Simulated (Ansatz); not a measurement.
# CH5FGeO2: the cost of one run

Program: Ansatz 0.2.0. Level of theory: RKS BLYP/def2-SVP. These are calculated values, not measurements.

**1. Starting point**

Bond lengths: O1–Ge2 1.751 Å, Ge2–O3 1.804 Å, Ge2–C4 1.945 Å, C4–F5 1.399 Å, O1–H6 1.058 Å, Ge2–H7 1.576 Å, O3–H8 1.010 Å, C4–H9 1.161 Å, C4–H10 1.041 Å. Angles: O1–Ge2–O3 110.2°, O1–Ge2–C4 110.2°, O1–Ge2–H7 107.1°, O3–Ge2–C4 110.9°, O3–Ge2–H7 111.0°, C4–Ge2–H7 107.3°, Ge2–O1–H6 105.0°, Ge2–O3–H8 100.1°, Ge2–C4–F5 109.7°, Ge2–C4–H9 104.4°, Ge2–C4–H10 111.4°, F5–C4–H9 107.1°, F5–C4–H10 113.4°, H9–C4–H10 110.4°.

Structure file:

```xyz
10

O     0.1842    1.5558    1.1221
Ge    0.2618   -0.0895    0.5294
O    -1.1156   -1.0527    1.1842
C     0.2557   -0.1024   -1.4158
F     0.2905   -1.4227   -1.8777
H    -0.7535    1.9200    0.7956
H     1.6422   -0.6879    0.9988
H    -0.9179   -0.9951    2.1726
H    -0.7820    0.3318   -1.7037
H     1.0177    0.4915   -1.8025
```

**2. Relaxing end A**

The input, input.yaml:

```yaml
crystal:
  periodic: [false, false, false]
  atoms:
    - { symbol: O, position_ang: [0.1842, 1.5558, 1.1221] }
    - { symbol: Ge, position_ang: [0.2618, -0.0895, 0.5294] }
    - { symbol: O, position_ang: [-1.1156, -1.0527, 1.1842] }
    - { symbol: C, position_ang: [0.2557, -0.1024, -1.4158] }
    - { symbol: F, position_ang: [0.2905, -1.4227, -1.8777] }
    - { symbol: H, position_ang: [-0.7535, 1.92, 0.7956] }
    - { symbol: H, position_ang: [1.6422, -0.6879, 0.9988] }
    - { symbol: H, position_ang: [-0.9179, -0.9951, 2.1726] }
    - { symbol: H, position_ang: [-0.782, 0.3318, -1.7037] }
    - { symbol: H, position_ang: [1.0177, 0.4915, -1.8025] }
basis:
  gaussian: { orbitals: def2-SVP }
hamiltonian:
  xc: blyp
relax:
  f_tol: 0.02
  max_steps: 50
```

The run is started by

```console
$ ansatz run input.yaml --threads 2 --pin off --max-ram 3072MiB --backend cpu --events-out ev --progress --plain --runs-dir out
```

What time and memory should one allow on 2 threads of Arm Neoverse V1, shared host?

About 29 s, with a peak of 0.15 GiB.
